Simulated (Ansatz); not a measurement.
# AlBrH3N: the cost of one run

Method: RKS PBE0/def2-SVP, in Ansatz 0.2.0.

1 further run of the same task is left out (it didn't finish).

## Step 1: The system as given

Bond lengths: N1–Al2 1.863 Å, Al2–Br3 2.354 Å, N1–H4 1.087 Å, N1–H5 1.044 Å, Al2–H6 1.611 Å. Angles: N1–Al2–Br3 118.0°, N1–Al2–H6 121.1°, Br3–Al2–H6 120.9°, Al2–N1–H4 105.0°, Al2–N1–H5 111.1°, H4–N1–H5 102.2°.

Structure file:

```xyz
6

N    -0.8276    0.0767   -0.8039
Al    0.3215   -0.1511    0.6445
Br    1.4756   -2.1943    0.8303
H    -1.1636    1.1086   -0.7369
H    -0.3018    0.0733   -1.7061
H     0.5380    1.0228    1.7259
```

## Step 2: End point A

input.yaml reads:

```yaml
crystal:
  periodic: [false, false, false]
  atoms:
    - { symbol: "N", position_ang: [-0.8276, 0.0767, -0.8039] }
    - { symbol: Al, position_ang: [0.3215, -0.1511, 0.6445] }
    - { symbol: Br, position_ang: [1.4756, -2.1943, 0.8303] }
    - { symbol: H, position_ang: [-1.1636, 1.1086, -0.7369] }
    - { symbol: H, position_ang: [-0.3018, 0.0733, -1.7061] }
    - { symbol: H, position_ang: [0.538, 1.0228, 1.7259] }
basis:
  gaussian: { orbitals: def2-SVP }
hamiltonian:
  xc: pbe0
relax:
  f_tol: 0.015
  max_steps: 40
```

Launch:

```console
$ ansatz run input.yaml --threads 1 --pin off --max-ram 2048MiB --backend cpu --events-out ev --progress --plain --runs-dir out
```

**Question.** How long does this run take on 1 thread of Intel Xeon 6975P-C (Granite Rapids), shared host, and how much memory does it need?

About 12 s, with a peak of 0.18 GiB.
